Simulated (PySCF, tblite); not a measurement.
**C₈H₁₃NSi: geometry, infrared bands, NMR shifts and electronic excitations**

Wanted: the infrared bands, NMR shifts and electronic excitations of C₈H₁₃NSi (`C[Si](C)(C)c1ccncc1`), by calculation.

Programs: tblite 0.8.0 and PySCF 2.14.0, with density-fitted response routines of our own. Each step states its level of theory. These are calculated values for one molecule in the gas phase, unless marked as measured. Atoms count from 0, in the outputs and in this text.

## Step 1: The molecule as given

23 atoms, charge 0, multiplicity 1; geometry from: force field or distance geometry start.

Bonds of the start (Å): C0–Si1 1.85, Si1–C2 1.89, Si1–C3 1.86, Si1–C4 1.85, C4–C5 1.38, C5–C6 1.39, C6–N7 1.35, N7–C8 1.34, C8–C9 1.39, C9–C4 1.38, C0–H10 1.10, C0–H11 1.12, C0–H12 1.15, C2–H13 1.11, C2–H14 1.12, C2–H15 1.10, C3–H16 1.13, C3–H17 1.11, C3–H18 1.11, C5–H19 1.08, C6–H20 1.07, C8–H21 1.11, C9–H22 1.09.

## Step 2: Relaxing the molecule with GFN2-xTB

The job: settings as JSON, then the geometry in Å.

```
{"job": {"kind": "relax", "xc": "GFN2-xTB", "basis": "xTB"}, "charge": 0, "multiplicity": 1}
C     -2.010700     0.952300    -0.984300
Si    -0.979900    -0.291300    -0.083500
C     -1.590100    -0.273100     1.709800
C     -1.248600    -2.032100    -0.680800
C      0.808600     0.185500    -0.053100
C      1.787600    -0.599400    -0.629500
C      3.099300    -0.156200    -0.574000
N      3.479000     0.999000     0.010600
C      2.500300     1.738700     0.552100
C      1.160100     1.377900     0.544000
H     -1.347000     1.654100    -1.500100
H     -2.774000     0.481800    -1.648200
H     -2.632900     1.558600    -0.237100
H     -2.667100    -0.549700     1.682800
H     -1.455700     0.786400     2.051800
H     -0.968600    -0.986400     2.264900
H     -1.610500    -2.688500     0.159800
H     -1.930200    -2.078600    -1.553100
H     -0.253300    -2.443500    -0.935300
H      1.573700    -1.541700    -1.104300
H      3.862300    -0.765900    -1.007700
H      2.793100     2.692700     1.027400
H      0.399900     2.006400     0.998100
```

Run with:

```console
OMP_NUM_THREADS=1 python probes_run.py task.json out
```

One launch serves the whole session: the jobs run in the order shown.

**Question.** This job is followed by: GFN2-xTB harmonic vibrations, gas phase; PBE0-D3(BJ)/def2-SVP geometry optimisation, gas phase; GIAO PBE0/pcSseg-1 NMR shielding, non-relativistic, gas phase; TDDFT PBE0/def2-SVPD, vertical, gas phase, core orbitals frozen in the response; GIAO PBE/pcSseg-1 NMR shielding, non-relativistic, gas phase. Predict these results of the whole session: strongest single infrared mode (GFN2-xTB); zero-point energy (GFN2-xTB); point group; rotational constants (main isotopes); ¹³C shifts against TMS (PBE0/pcSseg-1, means over atoms taken as alike); ¹H shifts against TMS (PBE0/pcSseg-1, means over atoms taken as alike); ²⁹Si shifts against TMS (PBE0/pcSseg-1); ¹⁵N shifts against NH3 (PBE0/pcSseg-1); lowest singlet (PBE0/def2-SVPD); brightest single state of those computed; lowest triplet; vertical ionisation energy (ΔSCF); range of the shift of N7.

**Answer**, as computed:

| quantity | value |
| --- | --- |
| strongest single infrared mode (GFN2-xTB) | 867 cm⁻¹, 249 km/mol |
| zero-point energy (GFN2-xTB) | 117.3 kcal/mol |
| point group | C1 |
| rotational constants (main isotopes) | 2.07, 0.72, 0.64 GHz |
| ¹³C shifts against TMS (PBE0/pcSseg-1, means over atoms taken as alike) | 154.9, 153.9, 133.2, -1.3 ppm |
| ¹H shifts against TMS (PBE0/pcSseg-1, means over atoms taken as alike) | 8.72, 7.25, 0.28 ppm |
| ²⁹Si shifts against TMS (PBE0/pcSseg-1) | -3.8 ppm |
| ¹⁵N shifts against NH3 (PBE0/pcSseg-1) | 363.6 ppm |
| lowest singlet (PBE0/def2-SVPD) | 4.59 eV (270 nm), f = 0.006 |
| brightest single state of those computed | state 6, 6.72 eV, f = 0.231 |
| lowest triplet | 3.93 eV |
| vertical ionisation energy (ΔSCF) | 9.05 eV |
| range of the shift of N7 | 360.2 to 363.6 ppm |

The optimisation took 175 steps and gained 0.638 eV; among the close pairs (by a distance rule), C0–H12 changed most, from 1.146 to 1.086 Å (GFN2-xTB). All 63 modes are real, so the xTB geometry is a minimum. The strongest single mode, at 867 cm⁻¹, has its largest shares on Si1, H16, H13 and H11 (the list is cut at 4 atoms). Unscaled tight-binding wavenumbers are off by several per cent, some by more. Its intensities can rank the bands wrongly. Over 6 steps the energy fell by 0.093 eV; of the close pairs, C0–Si1 changed most, 1.908 to 1.881 Å (PBE0/def2-SVP). No frequency check was run at this level, so the end point may be a saddle. At PBE0/pcSseg-1: Shielding is most anisotropic at N7 (span 721 ppm, paramagnetic term -430 ppm). NICS(1)zz of -28 ppm above the planar ring from C4 marks a diatropic (aromatic) ring current. The lowest singlet, at 4.59 eV, is HOMO→LUMO 0.99 and is weak; of the 10 states computed, the strongest absorption comes from state 6 at 6.72 eV. The lowest triplet lies 0.67 eV below the lowest singlet (triplets in Tamm-Dancoff, singlets in full TDDFT). The orbital energy would give 7.21 eV for ionisation, ΔSCF gives 9.05 eV. Across the 2 runs the shift of N7 moves most, between 360.2 (PBE/pcSseg-1) and 363.6 ppm (PBE0/pcSseg-1).
